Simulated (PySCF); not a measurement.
# B3ClH5N: the cost of one run

The runs use PySCF 2.14.0, with density-fitted response routines of our own; the level of theory stands in each step. All values are computed, except where a source is named. Atoms count from 0, in the outputs and in this text.

## 1. Starting geometry

10 atoms, charge 0, multiplicity 1; geometry from: GFN2-xTB. The atoms were then displaced at random by about 0.01 Å, so the start is not that level's minimum.

Bonds of the start (Å): B0–B1 1.64, B1–Cl2 1.73, B1–B3 1.66, B3–N4 1.39, B0–H5 1.19, B0–H6 1.15, B3–H7 1.18, N4–H8 0.98, N4–H9 1.01.

## 2. Relaxing the molecule at PBE0-D3(BJ)/def2-SVP

What the job is given:

```
{"job": {"xc": "PBE0", "basis": "def2-SVP", "d3": "d3bj", "grid": 1, "shake": 0.01, "kind": "geom"}, "charge": 0, "multiplicity": 1}
B      1.852590    -0.253490     0.453440
B      0.298600    -0.123720     0.970460
Cl    -0.279480     0.242060     2.562630
B     -0.835350    -0.406110    -0.210410
N     -1.356380     0.577700    -1.048380
H      2.390460     0.690120    -0.032130
H      2.408580    -1.253540     0.361410
H     -1.310450    -1.478080    -0.366990
H     -2.067250     0.443350    -1.716440
H     -1.050890     1.540790    -0.994650
```

Launch:

```sh
> OMP_NUM_THREADS=1 python probes_run.py task.json out
```

This one command runs all jobs of the session in turn.

**Question.** How long does this first job take on 1 thread of Arm Neoverse V1, shared host, and how much memory does it need?

About 33 s, with a peak of 0.4 GiB.
